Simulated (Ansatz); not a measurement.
# FH5SeSi: the cost of one run

Program: Ansatz 0.2.0, Gaussian basis. Level of theory: RKS PBE-D4/def2-SVP. These are calculated values, not measurements.

Levels: PBE-D4, revPBE-D4, BLYP-D4, r2SCAN-D4, B97M-V, PBE0-D4, B3LYP-D4, HSE06-D4, wB97X-V, wB97M-V, B2PLYP, Hartree-Fock, MP2, CCSD, CCSD(T). The reference is CCSD(T) extrapolated to the basis limit. For elements past Ar these valence bases correlate outer-core shells poorly and lack relativity, so that limit is rough.

Correlated methods freeze the cores. Filled d shells of the heavier atoms are correlated. B3LYP uses VWN-RPA correlation. B2PLYP carries no dispersion term here.

164 further runs of the same task are left out: 164 set aside as unsound or not needed. Runs told in other sessions of the task aren't counted.

## (1) Where the work starts

The pair, from a GFN2-xTB docking trial: 8 atoms, charge 0, spin multiplicity 1.

Atoms are counted from 1 here; the program's logs count them from 0.

Bond lengths: Si1–F2 1.613 Å, Si1–H3 1.453 Å, Si1–H4 1.452 Å, Si1–H5 1.454 Å, Se6–H7 1.433 Å, Se6–H8 1.436 Å. Angles: F2–Si1–H3 104.7°, F2–Si1–H4 104.5°, F2–Si1–H5 104.2°, H3–Si1–H4 114.0°, H3–Si1–H5 113.9°, H4–Si1–H5 114.0°, H7–Se6–H8 91.8°.

Coordinates:

```mol
FH5SeSi
  3D, bonds by distance, orders not assigned

  8  6  0  0  0  0  0  0  0  0999 V2000
   -0.0383   -0.0271   -1.6054 Si  0  0
    0.8007    0.7609   -0.4750 F   0  0
    0.0966    0.7886   -2.8000 H   0  0
   -1.3904   -0.0859   -1.0785 H   0  0
    0.6163   -1.3221   -1.6991 H   0  0
   -0.6866   -0.0155    2.6474 Se  0  0
    0.2337    0.7539    1.8637 H   0  0
    0.3679   -0.8529    3.1470 H   0  0
  1  2  8  0
  1  3  8  0
  1  4  8  0
  1  5  8  0
  6  7  8  0
  6  8  8  0
M  END
```

Atoms 1 to 5 are fragment A (SiH₃F), the rest fragment B (H₂Se).

## (2) A first relaxation in a small basis

Input file pre/in.yaml:

```yaml
crystal:
  periodic: [false, false, false]
  atoms:
    - {symbol: Si, position_ang: [-0.038300, -0.027100, -1.605400]}
    - {symbol: F, position_ang: [0.800700, 0.760900, -0.475000]}
    - {symbol: H, position_ang: [0.096600, 0.788600, -2.800000]}
    - {symbol: H, position_ang: [-1.390400, -0.085900, -1.078500]}
    - {symbol: H, position_ang: [0.616300, -1.322100, -1.699100]}
    - {symbol: Se, position_ang: [-0.686600, -0.015500, 2.647400]}
    - {symbol: H, position_ang: [0.233700, 0.753900, 1.863700]}
    - {symbol: H, position_ang: [0.367900, -0.852900, 3.147000]}
basis:
  gaussian: {orbitals: def2-SVP}
hamiltonian: {xc: pbe, dispersion: d4}
relax: {f_tol: 0.03, max_steps: 250}
```

Started as:

```bash
$ ansatz run in.yaml --threads 4 --pin off --events-out ev --progress --plain --max-ram 9574MiB
```

**Question.** How long does this run take on 4 threads of Intel Xeon Platinum 8488C, shared host?

About 7 s.
